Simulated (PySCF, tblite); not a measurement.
# C₂H₆GeO, a small gas-phase stand-in for a defect centre: NMR shifts, core binding energies and electronic excitations

Wanted: the NMR shifts, core binding energies and electronic excitations for `C[O][Ge][CH3]`. It is drawn as: twofold Ge.

Computed with tblite 0.8.0 and PySCF 2.14.0; each step states its level. No surroundings beyond the atoms listed, unless a continuum is named. Atoms count from 0, parts from 1.

### 1 Starting point

10 atoms, charge 0, multiplicity 1; geometry: distance geometry start.

### 2 Geometry optimisation with GFN2-xTB

The job: settings as JSON, then the geometry in Å.

```
{"job": {"kind": "relax", "xc": "GFN2-xTB", "basis": "xTB"}, "charge": 0, "multiplicity": 1}
Ge     0.365257     0.968365    -1.291213
C      1.685859    -0.141838    -0.390254
O     -1.290894     0.302510    -1.195059
C     -1.619612     0.006685     0.123615
H      1.978416    -1.054297    -0.947708
H      2.562979     0.505287    -0.244195
H      1.347149    -0.476877     0.625710
H     -1.340176     0.927397     0.735716
H     -2.693916    -0.195924     0.146791
H     -0.995309    -0.828208     0.457369
```

With the program's defaults for keys left out, this is: GFN2-xTB geometry optimisation, gas phase.

Command:

```sh
> OMP_NUM_THREADS=1 python cluster_run.py task.json out
```

The driver reads the jobs from task.json and runs them one after another.

Standard output:

```text
step      E/eV     max force
  0    -362.75653    3.006
  1    -362.94726    1.983
  2    -363.07212    0.950
  3    -363.13199    0.907
  4    -363.17554    0.637
  5    -363.20266    0.683
  6    -363.23791    0.595
  7    -363.28004    0.867
  8    -363.33168    1.018
  9    -363.37412    0.664
 10    -363.40198    0.478
 11    -363.42289    0.428
 12    -363.43455    0.366
 13    -363.44207    0.332
 14    -363.45017    0.324
 15    -363.45937    0.332
 16    -363.46964    0.307
 17    -363.47876    0.260
 18    -363.48500    0.226
 19    -363.49007    0.229
 20    -363.49539    0.174
 21    -363.49842    0.130
 22    -363.49974    0.084
 23    -363.50044    0.073
 24    -363.50110    0.069
 25    -363.50197    0.072
 26    -363.50271    0.061
 27    -363.50325    0.068
 28    -363.50377    0.067
 29    -363.50438    0.060
 30    -363.50486    0.049
 31    -363.50506    0.031
 32    -363.50513    0.021
 33    -363.50517    0.021
 34    -363.50524    0.023
 35    -363.50532    0.020
 36    -363.50537    0.019
 37    -363.50541    0.019
 38    -363.50546    0.018
 39    -363.50552    0.017
 40    -363.50558    0.018
 41    -363.50562    0.018
 42    -363.50566    0.022
 43    -363.50572    0.026
 44    -363.50586    0.034
 45    -363.50611    0.045
 46    -363.50647    0.051
 47    -363.50689    0.043
 48    -363.50722    0.040
 49    -363.50739    0.032
 50    -363.50749    0.023
 51    -363.50755    0.016
 52    -363.50759    0.014
 53    -363.50762    0.014
 54    -363.50767    0.018
 55    -363.50777    0.025
 56    -363.50797    0.040
 57    -363.50834    0.060
 58    -363.50899    0.088
 59    -363.51024    0.127
 60    -363.51233    0.187
 61    -363.51549    0.160
 62    -363.50021    0.632
 63    -363.51506    0.310
 64    -363.52063    0.112
 65    -363.52219    0.114
 66    -363.52291    0.097
 67    -363.52353    0.078
 68    -363.52430    0.069
 69    -363.52463    0.076
 70    -363.52509    0.083
 71    -363.52590    0.061
 72    -363.52682    0.088
 73    -363.52716    0.050
 74    -363.52755    0.067
 75    -363.52794    0.064
 76    -363.52830    0.032
 77    -363.52847    0.032
 78    -363.52857    0.029
 79    -363.52862    0.020
 80    -363.52864    0.010
 81    -363.52865    0.006
```

It took 0.85 s on 1 thread of Arm Neoverse V1, shared host.

Step by step:

```csv
step,energy from step 0 (eV),largest force (eV/Å)
0,0.0000,3.0055
3,-0.3755,0.9067
6,-0.4814,0.5954
9,-0.6176,0.6638
12,-0.6780,0.3657
15,-0.7028,0.3319
18,-0.7285,0.2254
21,-0.7419,0.1299
24,-0.7446,0.0691
27,-0.7467,0.0677
30,-0.7483,0.0488
33,-0.7486,0.0209
36,-0.7488,0.0186
39,-0.7490,0.0173
42,-0.7491,0.0220
45,-0.7496,0.0457
48,-0.7507,0.0400
51,-0.7510,0.0161
54,-0.7511,0.0181
57,-0.7518,0.0599
60,-0.7558,0.1865
63,-0.7585,0.3095
66,-0.7664,0.0967
69,-0.7681,0.0760
72,-0.7703,0.0885
75,-0.7714,0.0643
78,-0.7720,0.0289
81,-0.7721,0.0055
```

Close pairs (by a distance rule), those that changed most:

| bond | before (Å) | after (Å) | change (Å) |
| --- | --- | --- | --- |
| Ge0–C1 | 1.946 | 2.059 | +0.113 |
| C3–H7 | 1.140 | 1.093 | -0.047 |
| C1–H6 | 1.122 | 1.091 | -0.031 |
| Ge0–O2 | 1.788 | 1.764 | -0.023 |
| C1–H4 | 1.109 | 1.091 | -0.017 |
| O2–C3 | 1.391 | 1.404 | +0.013 |
| C1–H5 | 1.100 | 1.089 | -0.011 |
| C3–H9 | 1.095 | 1.092 | -0.002 |

### 3 Relaxing the molecule at PBE0-D3(BJ)/def2-SVP

The job: settings as JSON, then the geometry in Å.

```
{"job": {"xc": "PBE0", "basis": "def2-SVP", "d3": "d3bj", "grid": 2, "kind": "geom", "shake": 0.01}, "charge": 0, "multiplicity": 1}
Ge     0.536312     1.147409    -1.302567
C      1.699508    -0.130046    -0.241638
O     -1.085698     0.818622    -0.616928
C     -1.581683    -0.019649     0.366848
H      1.380514    -1.163524    -0.404335
H      2.746129    -0.050463    -0.539805
H      1.657140     0.087261     0.829181
H     -2.061091     0.594278     1.145267
H     -2.387792    -0.640562    -0.069182
H     -0.861788    -0.668908     0.834633
```

Standard output:

```text
step   0  E = -2231.22643648  max force = 0.021843
step   1  E = -2231.22809260  max force = 0.003612
step   2  E = -2231.22820552  max force = 0.001603
step   3  E = -2231.22824283  max force = 0.000387
step   4  E = -2231.22824429  max force = 0.000194
optimisation converged
```

It took 25 s on 1 thread of Arm Neoverse V1, shared host; peak memory 0.53 GiB.

The steps of the relaxation:

```
step  energy from step 0 (eV)  largest force component (eV/Å)
   0                   0.0000                          1.1232
   1                  -0.0451                          0.1857
   2                  -0.0481                          0.0824
   3                  -0.0492                          0.0199
   4                  -0.0492                          0.0100
```

Distances of close pairs at the start and the end, largest changes first:

| bond | before (Å) | after (Å) | change (Å) |
| --- | --- | --- | --- |
| C3–H9 | 1.076 | 1.104 | +0.028 |
| Ge0–C1 | 2.027 | 2.006 | -0.021 |
| O2–C3 | 1.384 | 1.395 | +0.011 |
| C1–H6 | 1.093 | 1.104 | +0.010 |
| C1–H4 | 1.094 | 1.104 | +0.010 |
| C1–H5 | 1.091 | 1.101 | +0.010 |
| Ge0–O2 | 1.791 | 1.788 | -0.004 |
| C3–H7 | 1.101 | 1.104 | +0.003 |

The final coordinates are the input of the step that follows.

```csv
at the end point,value
"rotational constants (GHz, main isotopes)","7.621, 3.591, 2.518"
dipole moment (D),1.76
```

### 4 Nuclear shieldings: PBE0/pcSseg-2

The job: settings as JSON, then the geometry in Å.

```
{"job": {"kind": "nmr", "xc": "PBE0", "basis": "pcSseg-2"}, "charge": 0, "multiplicity": 1}
Ge     0.581100     1.150280    -1.310314
C      1.627273    -0.155367    -0.203494
O     -1.062104     0.874050    -0.662136
C     -1.539647     0.013108     0.326741
H      1.276379    -1.191052    -0.354052
H      2.689771    -0.108221    -0.488446
H      1.549290     0.068995     0.874388
H     -1.996571     0.595357     1.146180
H     -2.326030    -0.639528    -0.091202
H     -0.757941    -0.633032     0.763743
```

Level: GIAO PBE0/pcSseg-2 NMR shielding, non-relativistic, gas phase.

Standard output:

```text
coarse grid: 37792 points
cycle   1  E = -2231.5445001819  dE = -5.385e-01  |g| = 1.242e+00  |ddm| = 2.123e+00
cycle   2  E = -2230.8546827050  dE =  6.898e-01  |g| = 2.208e+00  |ddm| = 1.526e+00
cycle   3  E = -2231.6517958964  dE = -7.971e-01  |g| = 5.098e-01  |ddm| = 1.312e+00
cycle   4  E = -2231.7014348946  dE = -4.964e-02  |g| = 1.209e-01  |ddm| = 3.027e-01
cycle   5  E = -2231.7032898210  dE = -1.855e-03  |g| = 2.925e-02  |ddm| = 9.314e-02
cycle   6  E = -2231.7034607531  dE = -1.709e-04  |g| = 7.847e-03  |ddm| = 2.563e-02
cycle   7  E = -2231.7034733401  dE = -1.259e-05  |g| = 1.895e-03  |ddm| = 5.231e-03
cycle   8  E = -2231.7034742100  dE = -8.699e-07  |g| = 3.077e-04  |ddm| = 1.603e-03
final grid: 78896 points
cycle   9  E = -2231.7034963860  dE = -6.168e-08  |g| = 3.442e-04  |ddm| = 1.677e-03
cycle  10  E = -2231.7034963436  dE =  4.231e-08  |g| = 5.866e-04  |ddm| = 5.697e-04
cycle  11  E = -2231.7034964126  dE = -6.894e-08  |g| = 8.803e-05  |ddm| = 3.337e-04
cycle  12  E = -2231.7034964141  dE = -1.533e-09  |g| = 1.465e-05  |ddm| = 5.082e-05
cycle  13  E = -2231.7034964142  dE = -3.502e-11  |g| = 3.373e-06  |ddm| = 1.146e-05
converged SCF energy = -2231.7034964142

GIAO shielding tensors (ppm)
atom      isotropic    diamagn.    paramagn.     s11        s22        s33       span
  0 Ge     484.958    2757.099   -2272.141   -856.957   1065.493   1246.337   2103.294
  1 C      155.431     243.057     -87.626    106.478    170.853    188.961     82.483
  2 O       68.708     385.487    -316.780   -233.576     64.190    375.509    609.085
  3 C      125.806     240.337    -114.530     92.395    108.333    176.691     84.296
  4 H       30.784      30.186       0.598     26.542     29.978     35.832      9.290
  5 H       29.873      28.634       1.239     28.029     28.747     32.844      4.815
  6 H       30.805      30.190       0.615     26.574     29.965     35.875      9.301
  7 H       27.196      28.732      -1.536     23.770     25.126     32.692      8.922
  8 H       27.170      28.650      -1.479     23.734     25.152     32.625      8.891
  9 H       26.548      31.692      -5.144     22.684     26.672     30.288      7.604
```

It took 31 s on 1 thread of Arm Neoverse V1, shared host; peak memory 1.1 GiB.

Shifts follow as δ = σ(reference) − σ, with reference shieldings (ppm) from runs at the same level and on the same kind of geometry: 1H TMS 31.25, 13C TMS 184.1, 17O H2O 328.2, 73Ge GeMe4 1337. The references are single molecules in the gas phase, so shifts against H2O, NH3, PH3, H3PO4 or CFCl3 are not on the usual liquid scales and can be off by tens of ppm.

```csv
atoms,environment,σ (ppm),δ (ppm)
C3,"carbon bonded to O, 3 H",125.8,58.3
C1,"carbon bonded to Ge, 3 H",155.4,28.7
H9,hydrogen on a carbon bonded to O,26.55,4.70
H8,hydrogen on a carbon bonded to O,27.17,4.07
H7,hydrogen on a carbon bonded to O,27.20,4.05
H5,hydrogen on a carbon bonded to Ge,29.87,1.37
H4,hydrogen on a carbon bonded to Ge,30.78,0.46
H6,hydrogen on a carbon bonded to Ge,30.80,0.44
Ge0,"germanium bonded to C, O",485,852
O2,"oxygen bonded to C, Ge",68.7,259.4
```

Charges from the same density, by scheme (e):

| atoms | Mulliken | IAO | Hirshfeld | ESP fit |
| --- | --- | --- | --- | --- |
| Ge0 | 0.39 | 0.63 | 0.33 | -0.07 |
| C1 | -0.25 | -0.72 | -0.25 | 0.77 |
| O2 | -0.52 | -0.56 | -0.25 | -0.38 |
| C3 | 0.17 | -0.20 | -0.06 | 0.52 |

Mayer bond orders: Ge0–C1 0.94, Ge0–O2 1.02, O2–C3 0.91.

### 5 Core holes by ΔSCF: SCAN, X2C

Settings changed since step 4:

```diff
@@ -1,2 +1,2 @@
-{"job": {"kind": "nmr", "xc": "PBE0", "basis": "pcSseg-2"}, "charge": 0, "multiplicity": 1}
+{"job": {"kind": "xps", "holes": 5}, "charge": 0, "multiplicity": 1}
 Ge     0.581100     1.150280    -1.310314
```

Level: delta-SCF UKS SCAN, pcX-2 on the ionised atom, pcseg-1 elsewhere, spin-free X2C.

Standard output:

```text
ground state, core basis on atom 1 (C), 130 functions
  cycle   1  E = -2248.86123214  |g| = 7.49e-01
  cycle   2  E = -2247.74178952  |g| = 2.18e+00
  cycle   3  E = -2248.95010310  |g| = 3.84e-01
  cycle   4  E = -2248.98673109  |g| = 1.18e-01
  cycle   5  E = -2248.99025216  |g| = 2.82e-02
  cycle   6  E = -2248.99052542  |g| = 8.59e-03
  cycle   7  E = -2248.99054297  |g| = 2.56e-03
  cycle   8  E = -2248.99054259  |g| = 7.58e-04
  cycle   9  E = -2248.99054024  |g| = 1.24e-04
  E(ground) = -2249.13011599 Eh
hole in C 1s of atom 1
  cycle   1  E = -2237.76346502  |g| = 1.51e+00
  cycle   2  E = -2237.04989091  |g| = 1.82e+00
  cycle   3  E = -2238.23952736  |g| = 4.79e-01
  cycle   4  E = -2238.10040101  |g| = 7.32e-01
  cycle   5  E = -2238.33907389  |g| = 6.58e-02
  cycle   6  E = -2238.34119735  |g| = 2.06e-02
  cycle   7  E = -2238.34144478  |g| = 7.41e-03
  cycle   8  E = -2238.34146730  |g| = 2.56e-03
  cycle   9  E = -2238.34147335  |g| = 8.89e-04
  cycle  10  E = -2238.34147342  |g| = 3.00e-04
  E(ion) = -2238.48045988 Eh   <S^2> = 0.7689   hole on atom = 1.000   binding energy = 289.792 eV
ground state, core basis on atom 2 (O), 130 functions
  cycle   1  E = -2249.02055025  |g| = 1.08e-01
  cycle   2  E = -2249.01599331  |g| = 1.63e-01
  cycle   3  E = -2249.02036131  |g| = 6.75e-02
  cycle   4  E = -2249.02124802  |g| = 8.32e-03
  cycle   5  E = -2249.02126835  |g| = 2.09e-03
  cycle   6  E = -2249.02127110  |g| = 3.03e-04
  E(ground) = -2249.15870999 Eh
hole in O 1s of atom 2
  cycle   1  E = -2228.41796759  |g| = 2.24e+00
  cycle   2  E = -2227.80027854  |g| = 2.31e+00
  cycle   3  E = -2229.20359878  |g| = 4.43e-01
  cycle   4  E = -2229.25069140  |g| = 1.79e-01
  cycle   5  E = -2229.26627061  |g| = 7.16e-02
  cycle   6  E = -2229.26921850  |g| = 1.09e-02
  cycle   7  E = -2229.26927268  |g| = 2.71e-03
  cycle   8  E = -2229.26927654  |g| = 1.10e-03
  cycle   9  E = -2229.26927645  |g| = 3.70e-04
  E(ion) = -2229.40753861 Eh   <S^2> = 0.7637   hole on atom = 1.000   binding energy = 537.457 eV
ground state, core basis on atom 3 (C), 130 functions
  cycle   1  E = -2248.98878497  |g| = 1.12e-01
  cycle   2  E = -2248.97876141  |g| = 2.39e-01
  cycle   3  E = -2248.99052596  |g| = 2.28e-02
  cycle   4  E = -2248.99063194  |g| = 7.07e-03
  cycle   5  E = -2248.99064505  |g| = 1.63e-03
  cycle   6  E = -2248.99064668  |g| = 1.75e-04
  E(ground) = -2249.12981717 Eh
hole in C 1s of atom 3
  cycle   1  E = -2237.70159331  |g| = 1.50e+00
  cycle   2  E = -2235.63309740  |g| = 2.38e+00
  cycle   3  E = -2237.55026927  |g| = 1.20e+00
  cycle   4  E = -2238.15314883  |g| = 5.28e-01
  cycle   5  E = -2238.24978062  |g| = 1.44e-01
  cycle   6  E = -2238.25771423  |g| = 3.59e-02
  cycle   7  E = -2238.25837101  |g| = 1.22e-02
  cycle   8  E = -2238.25844630  |g| = 6.17e-03
  cycle   9  E = -2238.25847261  |g| = 1.85e-03
  cycle  10  E = -2238.25847746  |g| = 6.64e-04
  cycle  11  E = -2238.25847589  |g| = 1.61e-04
  E(ion) = -2238.39741561 Eh   <S^2> = 0.7740   hole on atom = 1.000   binding energy = 292.044 eV
```

It took 14 s on 1 thread of Arm Neoverse V1, shared host; peak memory 0.54 GiB.

Binding energies by hole, beside the orbital energy of the ground state; the difference holds orbital relaxation and, for a density functional, its self-interaction error:

```
     hole  stands for               environment  ΔSCF (eV)  −ε (eV)   ⟨S²⟩
C1s on C1          C1  carbon bonded to Ge, 3 H     289.79    273.1  0.769
O1s on O2          O2    oxygen bonded to C, Ge     537.46    516.6  0.764
C1s on C3          C3   carbon bonded to O, 3 H     292.04    274.8  0.774
```

### 6 Excited states and response: CAM-B3LYP/def2-SVPD

Settings changed since step 5:

```diff
@@ -1,2 +1,2 @@
-{"job": {"kind": "xps", "holes": 5}, "charge": 0, "multiplicity": 1}
+{"job": {"kind": "uv", "xc": "CAM-B3LYP", "basis": "def2-SVPD", "nstates": 6, "ntriplets": 2, "ip": true}, "charge": 0, "multiplicity": 1}
 Ge     0.581100     1.150280    -1.310314
```

Level: TDDFT CAM-B3LYP/def2-SVPD, vertical, gas phase, core orbitals frozen in the response.

Standard output:

```text
coarse grid: 37792 points
cycle   1  E = -2231.6117516686  dE = -4.783e-01  |g| = 7.735e-01  |ddm| = 3.731e+00
cycle   2  E = -2231.4156020997  dE =  1.961e-01  |g| = 1.281e+00  |ddm| = 1.778e+00
cycle   3  E = -2231.7204598001  dE = -3.049e-01  |g| = 1.365e-01  |ddm| = 1.039e+00
cycle   4  E = -2231.7239566524  dE = -3.497e-03  |g| = 4.468e-02  |ddm| = 1.663e-01
cycle   5  E = -2231.7243651638  dE = -4.085e-04  |g| = 5.510e-03  |ddm| = 5.630e-02
cycle   6  E = -2231.7243740808  dE = -8.917e-06  |g| = 1.863e-03  |ddm| = 1.243e-02
final grid: 78896 points
cycle   7  E = -2231.7243279589  dE = -6.729e-07  |g| = 1.589e-03  |ddm| = 5.846e-03
cycle   8  E = -2231.7243280908  dE = -1.319e-07  |g| = 1.492e-03  |ddm| = 3.578e-03
cycle   9  E = -2231.7243286137  dE = -5.229e-07  |g| = 9.332e-05  |ddm| = 1.652e-03
cycle  10  E = -2231.7243286169  dE = -3.184e-09  |g| = 5.592e-05  |ddm| = 2.623e-04
cycle  11  E = -2231.7243286182  dE = -1.274e-09  |g| = 2.767e-05  |ddm| = 1.938e-04
cycle  12  E = -2231.7243286183  dE = -1.710e-10  |g| = 2.576e-06  |ddm| = 3.760e-05
converged SCF energy = -2231.7243286183

Static polarisability (au): isotropic 63.500, principal 51.629 67.525 71.347

Singlet excitations
state   eV       nm        f      main configurations
  1   3.3938    365.3   0.02496   H->L 0.98
  2   5.2048    238.2   0.00903   H-2->L 0.96
  3   5.8504    211.9   0.05749   H-1->L 0.89
  4   6.1572    201.4   0.15452   H->L+1 0.57, H->L+2 0.32
  5   6.4107    193.4   0.02365   H->L+2 0.44, H->L+1 0.38, H->L+4 0.11
  6   6.9709    177.9   0.35951   H->L+3 0.84

Triplet excitations (Tamm-Dancoff, eV): 2.3042 4.7241
Vertical ionisation energy (delta-SCF) = 8.8142 eV
Vertical electron affinity (delta-SCF) = 0.0415 eV
```

Wall time 37 s (1 thread of Arm Neoverse V1, shared host); peak memory 0.82 GiB.

The orbitals next to the gap, with their largest atomic shares:

```
orbital      eV                       atoms
 HOMO−3  -12.20   C1 36 %, H5 20 %, C3 11 %
 HOMO−2   -9.74  O2 55 %, C3 14 %, Ge0 11 %
 HOMO−1   -9.71    O2 59 %, C3 17 %, H8 8 %
   HOMO   -7.85  Ge0 56 %, C1 26 %, O2 11 %
   LUMO   -0.85  Ge0 67 %, O2 17 %, C1 11 %
 LUMO+1    1.14   Ge0 30 %, C1 20 %, C3 9 %
 LUMO+2    1.62  Ge0 46 %, O2 21 %, C3 14 %
```

With each of the 6 states as a Gaussian band of 0.4 eV half-width at 1/e, the curve within the window shown has maxima at 366 nm (ε 1,000), 202 nm (ε 8,400), 179 nm (ε 15,000) L/(mol cm). Beyond the last state computed it falls off for lack of states. The curve at chosen wavelengths:

```csv
nm,ε (L/mol/cm)
171,8306
182,13558
193,7513
204,8335
215,4950
226,1702
237,626
247,338
258,144
269,43
280,10
291,10
302,40
313,129
324,304
335,549
346,798
357,967
368,1008
378,937
389,782
400,596
411,422
422,281
433,178
444,108
```

Further results of this job:

| property | computed |
| --- | --- |
| dipole moment (D) | 1.66 |
| polarisability (Å³) | 9.41 |
| HOMO–LUMO gap (eV) | 7.01 |
| −ε(HOMO) (eV) | 7.85 |

### 7 What came out

```
                                 quantity                                   value
     rotational constants (main isotopes)                    7.62, 3.59, 2.52 GHz
   13C shifts against TMS (PBE0/pcSseg-2)                          58.3, 28.7 ppm
    1H shifts against TMS (PBE0/pcSseg-2)  4.70, 4.07, 4.05, 1.37, 0.46, 0.44 ppm
73Ge shifts against GeMe4 (PBE0/pcSseg-2)                                 852 ppm
   17O shifts against H2O (PBE0/pcSseg-2)                               259.4 ppm
         C1s binding energies, SCAN/pcX-2                 C3 292.04, C1 289.79 eV
         O1s binding energies, SCAN/pcX-2                            O2 537.46 eV
     lowest singlet (CAM-B3LYP/def2-SVPD)             3.39 eV (365 nm), f = 0.025
 brightest single state of those computed             state 6, 6.97 eV, f = 0.360
                           lowest triplet                                 2.30 eV
        vertical ionisation energy (ΔSCF)                                 8.81 eV
        vertical electron affinity (ΔSCF)                                 0.04 eV
```

What this shows: The start of the PBE0/def2-SVP relaxation was shaken at random by about 0.01 Å, so part of the energy gained, and of the first lengths quoted, undoes that. Relaxing lowered the energy by 0.049 eV in 4 steps; the close pair that moved most is C3–H9, from 1.076 to 1.104 Å (PBE0/def2-SVP). No frequency check was run at this level, so the end point may be a saddle. Hydrogens of an XH3 group are listed apart at this fixed geometry; free rotation makes them one line at their mean. At PBE0/pcSseg-2: Shielding is most anisotropic at Ge0 (span 2103 ppm, paramagnetic term -2272 ppm). At SCAN/pcX-2: The C1s levels kept as sound span 2.25 eV, from C1 (carbon bonded to Ge, 3 H) up to C3 (carbon bonded to O, 3 H). The first singlet state (HOMO→LUMO 0.98) lies at 3.39 eV and is weak; of the 6 states computed, the strongest absorption comes from state 6 at 6.97 eV (the last computed, so partners may be missing). The lowest triplet lies 1.09 eV below the lowest singlet (triplets in Tamm-Dancoff, singlets in full TDDFT). The orbital energy would give 7.85 eV for ionisation, ΔSCF gives 8.81 eV. Spin-orbit coupling is left out, which matters for shieldings and couplings at and beside the heavy atoms.
